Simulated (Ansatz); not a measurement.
# C₂H₅FGeO: up Jacob's ladder to CCSD(T)

The task here is to estimate one member of a computed series from the others.

The runs use Ansatz 0.2.0, Gaussian basis; functionals in def2-TZVPP, the program's frozen cores in correlated methods.

The runs, in order: LDA (SPW92), PBE-D4, revPBE-D4, BLYP-D4, r2SCAN-D4, B97M-V, PBE0-D4, B3LYP-D4, r2SCANh-D4, r2SCAN0-D4, HSE06-D4, BHLYP-D4, CAM-B3LYP-D4, LC-ωPBE, ωB97X-V, ωB97M-V, B2PLYP, PBE-QIDH; CCSD(T)/def2-SVP; CCSD(T)/def2-TZVPP; MP2/def2-QZVPP; extrapolation to the limit; RPA on PBE.

### The geometry

All runs share one geometry, relaxed beforehand with PBE0-D4 in a triple-zeta def2 set.

SMILES `F[CH2][GeH]1[CH2][O]1`, 10 atoms, charge 0, spin multiplicity 1.

Atoms are counted from 1 here; the program's logs count them from 0.

Bond lengths: F1–C2 1.383 Å, C2–Ge3 1.965 Å, C2–H6 1.092 Å, C2–H7 1.093 Å, Ge3–C4 1.899 Å, Ge3–O5 1.833 Å, Ge3–H8 1.529 Å, C4–O5 1.425 Å, C4–H9 1.090 Å, C4–H10 1.091 Å. Angles: F1–C2–Ge3 110.7°, F1–C2–H6 109.2°, F1–C2–H7 108.5°, Ge3–C2–H6 109.0°, Ge3–C2–H7 110.4°, H6–C2–H7 109.0°, C2–Ge3–C4 120.4°, C2–Ge3–O5 109.0°, C2–Ge3–H8 117.3°, C4–Ge3–O5 44.9°, C4–Ge3–H8 122.3°, O5–Ge3–H8 112.7°, Ge3–C4–O5 65.1°, Ge3–C4–H9 119.5°, Ge3–C4–H10 119.4°, O5–C4–H9 115.0°, O5–C4–H10 115.1°, H9–C4–H10 113.7° and more.

As a file:

| atom | x (Å) | y (Å) | z (Å) |
| --- | --- | --- | --- |
| F1 | -2.5480 | 0.0413 | 0.5831 |
| C2 | -1.3371 | 0.7101 | 0.5752 |
| Ge3 | -0.0871 | -0.1341 | -0.6849 |
| C4 | 1.5496 | -0.8718 | -0.0652 |
| O5 | 1.5995 | 0.5173 | -0.3808 |
| H6 | -0.9044 | 0.6814 | 1.5779 |
| H7 | -1.5171 | 1.7510 | 0.2944 |
| H8 | -0.4673 | -0.1194 | -2.1654 |
| H9 | 2.1322 | -1.5160 | -0.7241 |
| H10 | 1.6630 | -1.1109 | 0.9928 |

Set-up of the first run:

Contents of in.yaml:

```yaml
crystal:
  periodic: [false, false, false]
  atoms:
    - {symbol: F, position_ang: [-2.548001, 0.041316, 0.583075]}
    - {symbol: C, position_ang: [-1.337135, 0.710128, 0.575157]}
    - {symbol: Ge, position_ang: [-0.087063, -0.134087, -0.684912]}
    - {symbol: C, position_ang: [1.549593, -0.871774, -0.065169]}
    - {symbol: O, position_ang: [1.599484, 0.517257, -0.380752]}
    - {symbol: H, position_ang: [-0.904434, 0.681414, 1.577858]}
    - {symbol: H, position_ang: [-1.517088, 1.751007, 0.294418]}
    - {symbol: H, position_ang: [-0.467265, -0.119427, -2.165427]}
    - {symbol: H, position_ang: [2.132154, -1.515999, -0.724086]}
    - {symbol: H, position_ang: [1.662956, -1.110935, 0.992839]}
basis:
  gaussian: {orbitals: def2-TZVPP}
hamiltonian: {xc: lda}
output: {orbitals: {seedname: orbitals}}
```

Among the steps run: LDA; PBE-D4 (GGA); revPBE-D4 (GGA); BLYP-D4 (GGA); r2SCAN-D4 (meta-GGA); B97M-V (meta-GGA); PBE0-D4 (hybrid); B3LYP-D4 (hybrid); r2SCANh-D4 (hybrid); r2SCAN0-D4 (hybrid); HSE06-D4 (hybrid); BHLYP-D4 (hybrid); CAM-B3LYP-D4 (range-separated); LC-ωPBE (range-separated); ωB97X-V (range-separated); ωB97M-V (range-separated); B2PLYP (double hybrid); PBE-QIDH (double hybrid).

One table of the session follows, with a row left open; its other results are not shown here.

It belongs to the step «Frontier levels by functional». 

| functional | HOMO (eV) | gap (eV) |
| --- | --- | --- |
| LDA (SPW92) | -6.27 | 4.42 |
| PBE-D4 | -6.07 | 4.46 |
| revPBE-D4 | -5.99 | 4.50 |
| BLYP-D4 | -5.94 | 4.41 |
| r2SCAN-D4 | -6.30 | 4.87 |
| B97M-V | -6.29 | 4.84 |
| PBE0-D4 | -7.22 | 6.45 |
| B3LYP-D4 | -7.03 | 5.99 |
| r2SCANh-D4 | ? | ? |
| r2SCAN0-D4 | -7.38 | 6.70 |
| HSE06-D4 | -6.82 | 5.68 |
| BHLYP-D4 | -8.28 | 8.36 |
| CAM-B3LYP-D4 | -8.55 | 8.75 |
| LC-ωPBE | -9.84 | 11.24 |
| ωB97X-V | -9.49 | 10.77 |
| ωB97M-V | -9.40 | 10.50 |

Estimate the missing values for r2SCANh-D4.

Worked estimate for «HOMO (eV)». Against the share of exact exchange, r2SCAN-D4 (0, -6.30), r2SCAN0-D4 (0.25, -7.38) give a slope of -4.32 per unit share; at 0.1 the line stands at -6.73.

**Answer.** HOMO (eV): -6.73; gap (eV): 5.60. In «HOMO (eV)» the line misses by 0.00.
